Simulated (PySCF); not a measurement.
# TlF: from the state search to spectroscopic constants

One table from this session's results is given with a row withheld; the runs are named, their logs left out.

Computed with PySCF 2.14.0. Level: Tl def2-SVPD with ECP60, F def2-SVPD, scalar-relativistic core potentials.

The first run:

The job is set up so:

```yaml
atoms: Tl, F
charge: 0
basis: Tl def2-SVPD with ECP60, F def2-SVPD
Hamiltonian: scalar-relativistic core potentials
basis_functions: 55
electrons_treated: 30
masses_in_u: 204.9744, 18.9984
levels: PBE0, PBE, r²SCAN, r²SCAN0, TPSSh, M06, LC-ωPBE, HF, MP2, SCS-MP2, CCSD, CCSD(T)
grid: 80 radial by 434 angular points
occupations: held fixed by the projection of orbital angular momentum
dissociation_limit: Tl + F, each in its ground configuration
starting_distance_in_angstrom: 2.045
values_of_2S_to_try: 0, 2
```

Launch:

```
OMP_NUM_THREADS=1 python dia.py task.json out
```

Steps of the session up to this table: Input; First curve: PBE0; Excited determinants; PBE; r²SCAN (meta-GGA); r²SCAN0; TPSSh (hybrid meta-GGA); M06 (hybrid meta-GGA); LC-ωPBE; RHF; Correlated methods on the Hartree–Fock reference.

One of the session's tables, all rows but one given; the rest of the session is left out.

It belongs to the step «The curves together». Energy (eV) from each level's lowest point:

| R (Å) | RHF | RHF-MP2 | RHF-SCS-MP2 | RHF-CCSD | RHF-CCSD(T) |
| --- | --- | --- | --- | --- | --- |
| 1.838 | 0.912 | 0.983 | 1.006 | n/a | n/a |
| 1.923 | 0.378 | 0.423 | 0.439 | 0.420 | 0.433 |
| 2.009 | 0.103 | 0.127 | 0.136 | 0.125 | 0.133 |
| 2.073 | 0.015 | 0.026 | 0.030 | 0.025 | 0.029 |
| 2.137 | 0.000 | 0.000 | 0.000 | 0.000 | 0.000 |
| 2.201 | 0.038 | 0.030 | 0.026 | 0.030 | 0.027 |
| 2.287 | ? | ? | ? | ? | ? |
| 2.393 | 0.341 | 0.320 | 0.304 | 0.319 | 0.309 |
| 2.522 | 0.617 | 0.597 | 0.575 | 0.594 | 0.580 |
| 2.693 | 1.007 | 0.995 | 0.965 | n/a | n/a |

Estimate the missing values for R (Å) = 2.287.

Worked estimate for «RHF». A straight line through the neighbours (2.201, 0.038) and (2.393, 0.341) gives 0.038 + (0.341 − 0.038) × (2.287 − 2.201) / (2.393 − 2.201) = 0.174; a parabola fitted to 4 rows on both sides gives 0.156.

**Answer.** RHF: 0.147; RHF-MP2: 0.131; RHF-SCS-MP2: 0.121; RHF-CCSD: 0.131; RHF-CCSD(T): 0.124. In «RHF» the line misses by +0.027 and the parabola by +0.009.
